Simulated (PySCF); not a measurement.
# Os⁵⁸⁺, Ir⁵⁹⁺, Pt⁶⁰⁺: one-electron levels with spin-orbit coupling

Aim: the binding energies of one electron added to or removed from the closed shells of Os⁵⁸⁺, Ir⁵⁹⁺, Pt⁶⁰⁺, from Koopmans' theorem up to EOM-CCSD.

Method: two-component X2C-1e, generalised determinants. Code: PySCF 2.14.0.

### Step 1. The atom as given

```
Elements                                  : osmium (Z = 76), iridium (Z = 77), platinum (Z = 78)
Basis                                     : one for each species, given in its step
Hamiltonian                               : two-component X2C-1e, Gaussian nucleus, no Breit or QED terms; spin-orbit coupling, run by run: screened by Boettger's factors
Core shells frozen in the correlated runs : [Ne] (for Os⁵⁸⁺)
State 1                                   : Os⁵⁸⁺: [Ar]
State 2                                   : Ir⁵⁹⁺: [Ar]
State 3                                   : Pt⁶⁰⁺: [Ar]
Methods                                   : GHF, GMP2, GCCSD(T), EOM-IP-GCCSD, EOM-EA-GCCSD
```

The outer shells:

Os58+ [Ar]
```
[Ne] core
3s [↑↓]
3p [↑↓][↑↓][↑↓]
```

Ir59+ [Ar]
```
[Ne] core
3s [↑↓]
3p [↑↓][↑↓][↑↓]
```

Pt60+ [Ar]
```
[Ne] core
3s [↑↓]
3p [↑↓][↑↓][↑↓]
```

A driver program built on PySCF's X2C-1e integrals ran all steps in one process from the settings above; there is no separate input file.

The integrals over 105 functions and the set-up took 0.85 s of CPU time.

### Step 2. Os⁵⁸⁺: the ladder of methods

Basis: an even-tempered Gaussian basis (17 s from 6.1 bohr⁻², ratio 2.6; 14 p from 8 bohr⁻², ratio 2.6; 5 d from 8.2 bohr⁻², ratio 2.8; 3 f from 130 bohr⁻², ratio 2.8).

#### GHF (screened spin-orbit)

Standard output:

```text
cycle= 1 E= -13750.0669421853  delta_E= -1.38e+04  |FDS-SDF|= 0.461
cycle= 2 E= -13750.0764374333  delta_E= -0.0095  |FDS-SDF|= 0.00892
cycle= 3 E= -13750.0764466518  delta_E= -9.22e-06  |FDS-SDF|= 0.000104
cycle= 4 E= -13750.0764466546  delta_E= -2.78e-09  |FDS-SDF|= 3.45e-06
```

CPU time 3.4 s on a shared host, the integrals not counted.

Occupied spinors:

| spinor shell | electrons | mean energy (eV) | weight of the nominal j | rms radius (bohr) |
| --- | --- | --- | --- | --- |
| 1s1/2 | 2 | -78597.7 | 1.000 | 0.0200 |
| 2s1/2 | 2 | -17284.1 | 1.000 | 0.0801 |
| 2p1/2 | 2 | -16740.5 | 1.000 | 0.0679 |
| 2p3/2 | 4 | -15177.9 | 1.000 | 0.0752 |
| 3s1/2 | 2 | -6744.7 | 1.000 | 0.194 |
| 3p1/2 | 2 | -6520.9 | 1.000 | 0.184 |
| 3p3/2 | 4 | -6118.5 | 1.000 | 0.197 |

M_J = 0, ⟨J²⟩ = 0.000, ⟨L²⟩ = 0.062, ⟨S²⟩ = 0.062.

#### GMP2 (screened spin-orbit)

This step left no log, only its results.

CPU time 1.3 s on a shared host, the integrals not counted.

With 8 electrons correlated and 60 very high virtual spinors dropped, the MP2 correlation energy is -0.45805 hartree. Largest pairs: 3p3/2-3p3/2 -0.2000, 3p1/2-3p3/2 -0.1642, 3p1/2-3p1/2 -0.0411, 3p3/2-3s1/2 -0.0241, 3s1/2-3s1/2 -0.0151.

#### GCCSD(T) (screened spin-orbit)

Standard output:

```text
Init t2, MP2 energy = -0.443230973910318
CCSD nocc = 8, nmo = 62
Init t2, MP2 energy = -0.443230973910318
Init E_corr(GCCSD) = -0.443230973910318
cycle = 1  E_corr(GCCSD) = -0.477240689677133  dE = -0.0340097158  norm(t1,t2) = 0.0108947
cycle = 2  E_corr(GCCSD) = -0.481813330984747  dE = -0.00457264131  norm(t1,t2) = 0.00221212
cycle = 3  E_corr(GCCSD) = -0.482858504804106  dE = -0.00104517382  norm(t1,t2) = 0.000609172
cycle = 4  E_corr(GCCSD) = -0.482816543654869  dE = 4.19611492e-05  norm(t1,t2) = 6.58164e-05
cycle = 5  E_corr(GCCSD) = -0.482818306382303  dE = -1.76272743e-06  norm(t1,t2) = 5.86465e-06
cycle = 6  E_corr(GCCSD) = -0.482818196159251  dE = 1.10223052e-07  norm(t1,t2) = 5.30148e-07
cycle = 7  E_corr(GCCSD) = -0.482818198232735  dE = -2.07348416e-09  norm(t1,t2) = 2.69067e-08
GCCSD converged
E(GCCSD) = -13750.5592648528  E_corr = -0.4828181982327353
```

CPU time 18 s on a shared host, the integrals not counted.

In 54 natural virtual spinors the CCSD correlation is -0.48282 hartree, triples -0.00147; MP2 gives -0.44323 in this space and -0.45805 in the full one, and the difference is added. T1 = 0.000.

#### EOM-IP-GCCSD (screened spin-orbit)

The driver printed no log here.

It used 0.96 s of CPU time after the integrals (shared host).

One electron is removed; binding energies in eV, the cut virtual space restored at second order:

| level | Koopmans | second order | EOM-CCSD | weight of the one-particle guess |
| --- | --- | --- | --- | --- |
| 3s1/2 | 6744.7 | 6740.2 | 6723.8 | 0.79 |
| 3p1/2 | 6520.9 | 6520.5 | 6520.5 | 1.00 |
| 3p3/2 | 6118.5 | 6119.6 | 6120.0 | 1.00 |

Where the weight is under 0.9 and second order departs from EOM-CCSD, the level mixes with more complex states.

The second-order patch within the EOM-CCSD column is 3s1/2 +0.040, 3p1/2 +0.031, 3p3/2 +0.041 eV.

Tabulated ionisation energy for comparison: 6115 ± 6 eV (theoretical estimate listed by NIST; NIST Atomic Spectra Database, ionization energies).

#### EOM-EA-GCCSD (screened spin-orbit)

The driver printed no log here.

CPU time 4.8 s on a shared host, the integrals not counted.

One electron is added; binding energies in eV, the cut virtual space restored at second order:

| level | Koopmans | second order | EOM-CCSD | weight of the one-particle guess |
| --- | --- | --- | --- | --- |
| 3d3/2 | 5711.3 | 5712.6 | 5712.3 | 1.00 |
| 3d5/2 | 5625.5 | 5626.5 | 5626.2 | 0.54 |
| 4s1/2 | 3424.9 | 3427.9 | 3427.9 | 1.00 |
| 4p1/2 | 3341.6 | 3344.8 | 3344.9 | 1.00 |
| 4p3/2 | 3189.6 | 3193.3 | 3193.9 | 0.98 |

Where the weight is under 0.9, second order and EOM-CCSD still agree here.

The highest levels are limited by the diffuse functions of the basis.

The second-order patch within the EOM-CCSD column is 3d3/2 +0.255, 3d5/2 +0.310, 4s1/2 +0.332, 4p1/2 +0.970, 4p3/2 +1.604 eV.

Tabulated ionisation energy for comparison: 5717 ± 6 eV (theoretical estimate listed by NIST; NIST Atomic Spectra Database, ionization energies).

### Step 3. Ir⁵⁹⁺, method by method

Basis: an uncontracted even-tempered set (17 s from 6.3 bohr⁻², ratio 2.6; 14 p from 8.2 bohr⁻², ratio 2.6; 5 d from 8.4 bohr⁻², ratio 2.8; 3 f from 130 bohr⁻², ratio 2.8).

#### GHF (screened spin-orbit)

Standard output:

```text
cycle= 1 E= -14163.0749771915  delta_E= -1.42e+04  |FDS-SDF|= 0.484
cycle= 2 E= -14163.0851183889  delta_E= -0.0101  |FDS-SDF|= 0.00927
cycle= 3 E= -14163.0851279674  delta_E= -9.58e-06  |FDS-SDF|= 0.000108
cycle= 4 E= -14163.0851279702  delta_E= -2.8e-09  |FDS-SDF|= 3.58e-06
```

It used 2.8 s of CPU time after the integrals (shared host).

Occupied spinors:

| spinor shell | electrons | mean energy (eV) | weight of the nominal j | rms radius (bohr) |
| --- | --- | --- | --- | --- |
| 1s1/2 | 2 | -80975.9 | 1.000 | 0.0197 |
| 2s1/2 | 2 | -17858.6 | 1.000 | 0.0787 |
| 2p1/2 | 2 | -17303.4 | 1.000 | 0.0667 |
| 2p3/2 | 4 | -15643.0 | 1.000 | 0.0741 |
| 3s1/2 | 2 | -6975.1 | 1.000 | 0.190 |
| 3p1/2 | 2 | -6746.7 | 1.000 | 0.181 |
| 3p3/2 | 4 | -6318.1 | 1.000 | 0.193 |

M_J = 0, ⟨J²⟩ = 0.000, ⟨L²⟩ = 0.066, ⟨S²⟩ = 0.066.

#### GMP2 (screened spin-orbit)

This step left no log, only its results.

It used 1.3 s of CPU time after the integrals (shared host).

With 8 electrons correlated and 60 very high virtual spinors dropped, the MP2 correlation energy is -0.46080 hartree. Largest pairs: 3p3/2-3p3/2 -0.2013, 3p1/2-3p3/2 -0.1643, 3p1/2-3p1/2 -0.0411, 3p3/2-3s1/2 -0.0249, 3s1/2-3s1/2 -0.0152.

#### GCCSD(T) (screened spin-orbit)

Standard output:

```text
Init t2, MP2 energy = -0.445954869720096
CCSD nocc = 8, nmo = 62
Init t2, MP2 energy = -0.445954869720096
Init E_corr(GCCSD) = -0.445954869720096
cycle = 1  E_corr(GCCSD) = -0.479762670214341  dE = -0.0338078005  norm(t1,t2) = 0.0107162
cycle = 2  E_corr(GCCSD) = -0.48428859607401  dE = -0.00452592586  norm(t1,t2) = 0.00218303
cycle = 3  E_corr(GCCSD) = -0.485323800709485  dE = -0.00103520464  norm(t1,t2) = 0.000603049
cycle = 4  E_corr(GCCSD) = -0.485281626549217  dE = 4.21741603e-05  norm(t1,t2) = 6.50315e-05
cycle = 5  E_corr(GCCSD) = -0.485283435611624  dE = -1.80906241e-06  norm(t1,t2) = 5.73889e-06
cycle = 6  E_corr(GCCSD) = -0.485283322416781  dE = 1.13194842e-07  norm(t1,t2) = 5.20787e-07
cycle = 7  E_corr(GCCSD) = -0.485283324534065  dE = -2.11728352e-09  norm(t1,t2) = 2.56955e-08
GCCSD converged
E(GCCSD) = -14163.5704112947  E_corr = -0.4852833245340648
```

CPU time 17 s on a shared host, the integrals not counted.

In 54 natural virtual spinors the CCSD correlation is -0.48528 hartree, triples -0.00146; MP2 gives -0.44595 in this space and -0.46080 in the full one, and the difference is added. T1 = 0.000.

#### EOM-IP-GCCSD (screened spin-orbit)

No log was kept for this step.

CPU time 1.1 s on a shared host, the integrals not counted.

One electron is removed; binding energies in eV, the cut virtual space restored at second order:

| level | Koopmans | second order | EOM-CCSD | weight of the one-particle guess |
| --- | --- | --- | --- | --- |
| 3s1/2 | 6975.1 | 6969.9 | 6953.8 | 0.79 |
| 3p1/2 | 6746.7 | 6746.3 | 6746.2 | 1.00 |
| 3p3/2 | 6318.1 | 6319.3 | 6319.6 | 1.00 |

Where the weight is under 0.9 and second order departs from EOM-CCSD, the level mixes with more complex states.

The second-order patch within the EOM-CCSD column is 3s1/2 +0.040, 3p1/2 +0.031, 3p3/2 +0.041 eV.

Tabulated ionisation energy for comparison: 6315 ± 7 eV (theoretical estimate listed by NIST; NIST Atomic Spectra Database, ionization energies).

#### EOM-EA-GCCSD (screened spin-orbit)

No log was kept for this step.

CPU time 4 s on a shared host, the integrals not counted.

One electron is added; binding energies in eV, the cut virtual space restored at second order:

| level | Koopmans | second order | EOM-CCSD | weight of the one-particle guess |
| --- | --- | --- | --- | --- |
| 3d3/2 | 5903.8 | 5905.1 | 5904.9 | 1.00 |
| 3d5/2 | 5812.6 | 5813.6 | 5813.4 | 0.99 |
| 4s1/2 | 3544.6 | 3547.7 | 3547.7 | 1.00 |
| 4p1/2 | 3459.6 | 3462.9 | 3463.0 | 1.00 |
| 4p3/2 | 3297.3 | 3301.0 | 3301.7 | 0.98 |

The highest levels are limited by the diffuse functions of the basis.

The second-order patch within the EOM-CCSD column is 3d3/2 +0.258, 3d5/2 +0.314, 4s1/2 +0.336, 4p1/2 +0.977, 4p3/2 +1.615 eV.

Tabulated ionisation energy for comparison: 5910 ± 6 eV (theoretical estimate listed by NIST; NIST Atomic Spectra Database, ionization energies).

### Step 4. Pt⁶⁰⁺, method by method

Basis: an even-tempered Gaussian basis (17 s from 6.5 bohr⁻², ratio 2.6; 14 p from 8.5 bohr⁻², ratio 2.6; 5 d from 8.7 bohr⁻², ratio 2.8; 3 f from 130 bohr⁻², ratio 2.8).

#### GHF (screened spin-orbit)

Standard output:

```text
cycle= 1 E= -14583.7510133849  delta_E= -1.46e+04  |FDS-SDF|= 0.508
cycle= 2 E= -14583.7618455088  delta_E= -0.0108  |FDS-SDF|= 0.00964
cycle= 3 E= -14583.7618554758  delta_E= -9.97e-06  |FDS-SDF|= 0.000112
cycle= 4 E= -14583.7618554786  delta_E= -2.84e-09  |FDS-SDF|= 3.72e-06
```

CPU time 2.6 s on a shared host, the integrals not counted.

Occupied spinors:

| spinor shell | electrons | mean energy (eV) | weight of the nominal j | rms radius (bohr) |
| --- | --- | --- | --- | --- |
| 1s1/2 | 2 | -83400.2 | 1.000 | 0.0194 |
| 2s1/2 | 2 | -18445.6 | 1.000 | 0.0774 |
| 2p1/2 | 2 | -17878.7 | 1.000 | 0.0655 |
| 2p3/2 | 4 | -16115.3 | 1.000 | 0.0730 |
| 3s1/2 | 2 | -7210.4 | 1.000 | 0.187 |
| 3p1/2 | 2 | -6977.2 | 1.000 | 0.178 |
| 3p3/2 | 4 | -6521.0 | 1.000 | 0.191 |

M_J = 0, ⟨J²⟩ = 0.000, ⟨L²⟩ = 0.070, ⟨S²⟩ = 0.070.

#### GMP2 (screened spin-orbit)

This step left no log, only its results.

CPU time 1.4 s on a shared host, the integrals not counted.

With 8 electrons correlated and 60 very high virtual spinors dropped, the MP2 correlation energy is -0.46347 hartree. Largest pairs: 3p3/2-3p3/2 -0.2026, 3p1/2-3p3/2 -0.1644, 3p1/2-3p1/2 -0.0411, 3p3/2-3s1/2 -0.0257, 3s1/2-3s1/2 -0.0153.

#### GCCSD(T) (screened spin-orbit)

Standard output:

```text
Init t2, MP2 energy = -0.448498325007048
CCSD nocc = 8, nmo = 62
Init t2, MP2 energy = -0.448498325007048
Init E_corr(GCCSD) = -0.448498325007048
cycle = 1  E_corr(GCCSD) = -0.482104005099123  dE = -0.0336056801  norm(t1,t2) = 0.0105456
cycle = 2  E_corr(GCCSD) = -0.486584901592248  dE = -0.00448089649  norm(t1,t2) = 0.00215654
cycle = 3  E_corr(GCCSD) = -0.487611193247548  dE = -0.00102629166  norm(t1,t2) = 0.000597923
cycle = 4  E_corr(GCCSD) = -0.487568753300753  dE = 4.24399468e-05  norm(t1,t2) = 6.43629e-05
cycle = 5  E_corr(GCCSD) = -0.487570608900538  dE = -1.85559979e-06  norm(t1,t2) = 5.62405e-06
cycle = 6  E_corr(GCCSD) = -0.487570492526877  dE = 1.16373661e-07  norm(t1,t2) = 5.12522e-07
cycle = 7  E_corr(GCCSD) = -0.487570494680105  dE = -2.15322776e-09  norm(t1,t2) = 2.46135e-08
GCCSD converged
E(GCCSD) = -14584.2494259733  E_corr = -0.487570494680105
```

CPU time 18 s on a shared host, the integrals not counted.

In 54 natural virtual spinors the CCSD correlation is -0.48757 hartree, triples -0.00145; MP2 gives -0.44850 in this space and -0.46347 in the full one, and the difference is added. T1 = 0.000.

#### EOM-IP-GCCSD (screened spin-orbit)

This step left no log, only its results.

It used 0.93 s of CPU time after the integrals (shared host).

One electron is removed; binding energies in eV, the cut virtual space restored at second order:

| level | Koopmans | second order | EOM-CCSD | weight of the one-particle guess |
| --- | --- | --- | --- | --- |
| 3s1/2 | 7210.4 | 7204.4 | 7188.6 | 0.79 |
| 3p1/2 | 6977.2 | 6976.8 | 6976.7 | 1.00 |
| 3p3/2 | 6521.0 | 6522.2 | 6522.6 | 0.88 |

Where the weight is under 0.9 and second order departs from EOM-CCSD, the level mixes with more complex states.

The second-order patch within the EOM-CCSD column is 3s1/2 +0.040, 3p1/2 +0.032, 3p3/2 +0.042 eV.

Tabulated ionisation energy for comparison: 6517 ± 10 eV (theoretical estimate listed by NIST; NIST Atomic Spectra Database, ionization energies).

#### EOM-EA-GCCSD (screened spin-orbit)

No log was kept for this step.

It used 5.8 s of CPU time after the integrals (shared host).

One electron is added; binding energies in eV, the cut virtual space restored at second order:

| level | Koopmans | second order | EOM-CCSD | weight of the one-particle guess |
| --- | --- | --- | --- | --- |
| 3d3/2 | 6099.8 | 6101.1 | 6100.9 | 0.99 |
| 3d5/2 | 6002.9 | 6003.9 | 6003.6 | 1.00 |
| 4s1/2 | 3666.9 | 3669.9 | 3669.9 | 1.00 |
| 4p1/2 | 3579.9 | 3583.2 | 3583.3 | 1.00 |
| 4p3/2 | 3406.9 | 3410.7 | 3411.6 | 0.95 |

The highest levels are limited by the diffuse functions of the basis.

The second-order patch within the EOM-CCSD column is 3d3/2 +0.261, 3d5/2 +0.317, 4s1/2 +0.338, 4p1/2 +0.976, 4p3/2 +1.618 eV.

Tabulated ionisation energy for comparison: 6106 ± 7 eV (theoretical estimate listed by NIST; NIST Atomic Spectra Database, ionization energies).

### Step 5. What came out

| quantity | value |
| --- | --- |
| EOM-IP-GCCSD on Os⁵⁸⁺, level 3p3/2 | Koopmans 6118.5, EOM-CCSD 6120.0 eV; tabulated ionisation energy 6115 ± 6 |
| EOM-EA-GCCSD on Os⁵⁸⁺, level 3d3/2 | Koopmans 5711.3, EOM-CCSD 5712.3 eV; tabulated ionisation energy 5717 ± 6 |
| EOM-IP-GCCSD on Ir⁵⁹⁺, level 3p3/2 | Koopmans 6318.1, EOM-CCSD 6319.6 eV; tabulated ionisation energy 6315 ± 7 |
| EOM-EA-GCCSD on Ir⁵⁹⁺, level 3d3/2 | Koopmans 5903.8, EOM-CCSD 5904.9 eV; tabulated ionisation energy 5910 ± 6 |
| EOM-IP-GCCSD on Pt⁶⁰⁺, level 3p3/2 | Koopmans 6521.0, EOM-CCSD 6522.6 eV; tabulated ionisation energy 6517 ± 10 |

What this shows: For 3p3/2 on Os⁵⁸⁺ the EOM-CCSD value differs from the tabulated one (theoretical) by +4.98 eV, within its uncertainty. For 3d3/2 on Os⁵⁸⁺ the EOM-CCSD value differs from the tabulated one (theoretical) by -4.69 eV, within its uncertainty. The basis is finite, and no extrapolation was made.
